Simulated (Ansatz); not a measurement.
# H6Sb2: the cost of one run

The runs use Ansatz 0.2.0, Gaussian basis; PBE0-D4 structure, single points in def2-TZVPPD.

Levels: PBE-D4, revPBE-D4, BLYP-D4, r2SCAN-D4, B97M-V, PBE0-D4, B3LYP-D4, HSE06-D4, wB97X-V, wB97M-V, B2PLYP, Hartree-Fock, MP2, CCSD, CCSD(T). The reference is CCSD(T) extrapolated to the basis limit. For elements past Ar these valence bases correlate outer-core shells poorly, so that limit is rough.

Cores are frozen in the correlated methods. Filled d shells of the heavier atoms are correlated. Core potentials replace the inner electrons past krypton, and spin-orbit coupling is left out. B3LYP uses VWN-RPA correlation. B2PLYP carries no dispersion term here.

176 further runs of the same task are left out: 176 set aside as unsound or not needed. Runs told in other sessions of the task aren't counted.

## (1) Starting geometry

The pair, from a GFN2-xTB docking trial: 8 atoms, charge 0, spin multiplicity 1.

Atoms are counted from 1 here; the program's logs count them from 0.

Bond lengths: Sb1–H2 1.673 Å, Sb1–H3 1.680 Å, Sb1–H4 1.700 Å, Sb5–H6 1.678 Å, Sb5–H7 1.700 Å, Sb5–H8 1.670 Å. Angles: H2–Sb1–H3 89.1°, H2–Sb1–H4 88.0°, H3–Sb1–H4 88.6°, H6–Sb5–H7 88.4°, H6–Sb5–H8 89.0°, H7–Sb5–H8 88.2°.

As a file:

```tsv
atom	x (Å)	y (Å)	z (Å)
Sb1	-0.22910	0.46720	-1.65790
H2	-1.20870	-0.69270	-0.95440
H3	0.97260	-0.69350	-1.83610
H4	-0.85420	-0.00700	-3.16650
Sb5	0.78400	0.58130	1.42450
H6	-0.79270	1.02500	1.79120
H7	1.04800	0.32670	3.08480
H8	0.28000	-1.00710	1.31430
```

Atoms 1 to 4 are fragment A (SbH₃), the rest fragment B (SbH₃).

## (2) A first relaxation in a small basis

pre/in.yaml reads:

```yaml
crystal:
  periodic: [false, false, false]
  atoms:
    - {symbol: Sb, position_ang: [-0.229100, 0.467200, -1.657900]}
    - {symbol: H, position_ang: [-1.208700, -0.692700, -0.954400]}
    - {symbol: H, position_ang: [0.972600, -0.693500, -1.836100]}
    - {symbol: H, position_ang: [-0.854200, -0.007000, -3.166500]}
    - {symbol: Sb, position_ang: [0.784000, 0.581300, 1.424500]}
    - {symbol: H, position_ang: [-0.792700, 1.025000, 1.791200]}
    - {symbol: H, position_ang: [1.048000, 0.326700, 3.084800]}
    - {symbol: H, position_ang: [0.280000, -1.007100, 1.314300]}
basis:
  gaussian: {orbitals: def2-SVP}
hamiltonian: {xc: pbe, dispersion: d4}
relax: {f_tol: 0.03, max_steps: 250}
```

Command:

```sh
ansatz run in.yaml --threads 4 --pin off --events-out ev --progress --plain --max-ram 9574MiB
```

**Question.** How long does this run take on 4 threads of Arm Neoverse V2, shared host?

About 3 s.
